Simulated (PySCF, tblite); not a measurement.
# C₆H₇OP: geometry, infrared bands and NMR shifts

Wanted: the infrared bands and NMR shifts of C₆H₇OP (`COc1cccpc1`), by calculation.

The runs use tblite 0.8.0 and PySCF 2.14.0, with density-fitted response routines of our own; the level of theory stands in each step. All values are computed, except where a source is named. Atoms count from 0, in the outputs and in this text.

## Step 1: The starting structure

15 atoms, charge 0, multiplicity 1; geometry from: force field or distance geometry start.

Bonds of the start (Å): C0–O1 1.38, O1–C2 1.40, C2–C3 1.36, C3–C4 1.36, C4–C5 1.37, C5–P6 1.74, P6–C7 1.75, C7–C2 1.38, C0–H8 1.12, C0–H9 1.14, C0–H10 1.13, C3–H11 1.10, C4–H12 1.10, C5–H13 1.09, C7–H14 1.10.

## Step 2: Geometry optimisation with GFN2-xTB

The job: settings as JSON, then the geometry in Å.

```
{"job": {"kind": "relax", "xc": "GFN2-xTB", "basis": "xTB"}, "charge": 0, "multiplicity": 1}
C     -2.649500    -0.232700     0.070900
O     -1.461900    -0.681700    -0.474900
C     -0.191800    -0.179600    -0.148900
C      0.894100    -0.719000    -0.769500
C      2.190400    -0.366600    -0.576800
C      2.643400     0.630200     0.244400
P      1.428200     1.490800     1.136900
C     -0.158100     0.860900     0.761900
H     -2.796900     0.872700     0.041500
H     -3.546700    -0.762800    -0.384200
H     -2.675500    -0.557400     1.152800
H      0.699500    -1.552600    -1.466700
H      2.964300    -0.903000    -1.137800
H      3.714500     0.828000     0.302000
H     -1.058200     1.280800     1.226400
```

Started as:

```sh
$ OMP_NUM_THREADS=1 python probes_run.py task.json out
```

This one command runs all jobs of the session in turn.

**Question.** This job is followed by: GFN2-xTB harmonic vibrations, gas phase; GIAO PBE0/pcSseg-1 NMR shielding, non-relativistic, gas phase. Predict these results of the whole session: strongest single infrared mode (GFN2-xTB); zero-point energy (GFN2-xTB); ¹³C shifts against TMS (PBE0/pcSseg-1); ¹H shifts against TMS (PBE0/pcSseg-1, means over atoms taken as alike); ¹⁷O shifts against H2O (PBE0/pcSseg-1); ³¹P shifts against H3PO4 (PBE0/pcSseg-1).

As calculated:

| quantity | value |
| --- | --- |
| strongest single infrared mode (GFN2-xTB) | 1183 cm⁻¹, 188 km/mol |
| zero-point energy (GFN2-xTB) | 70.9 kcal/mol |
| ¹³C shifts against TMS (PBE0/pcSseg-1) | 168.4, 156.8, 140.7, 136.2, 126.8, 55.2 ppm |
| ¹H shifts against TMS (PBE0/pcSseg-1, means over atoms taken as alike) | 8.75, 8.16, 8.05, 7.38, 4.00 ppm |
| ¹⁷O shifts against H2O (PBE0/pcSseg-1) | 121.8 ppm |
| ³¹P shifts against H3PO4 (PBE0/pcSseg-1) | 238.0 ppm |

**Reading.** The optimisation took 44 steps and gained 0.618 eV; among the close pairs (by a distance rule), C0–H9 changed most, from 1.137 to 1.089 Å. All 39 modes are real, so the xTB geometry is a minimum. The strongest single mode, at 1183 cm⁻¹, has its largest shares on O1, H11, C2 and H14 (the list is cut at 4 atoms). GFN2-xTB is a fitted tight-binding method: band positions and strengths are rough. Its intensities can rank the bands wrongly. At PBE0/pcSseg-1: The widest tensor belongs to P6: span 712 ppm, with a paramagnetic part of -887 ppm. NICS(1)zz of -25 ppm above the planar ring from C2 marks a diatropic (aromatic) ring current.
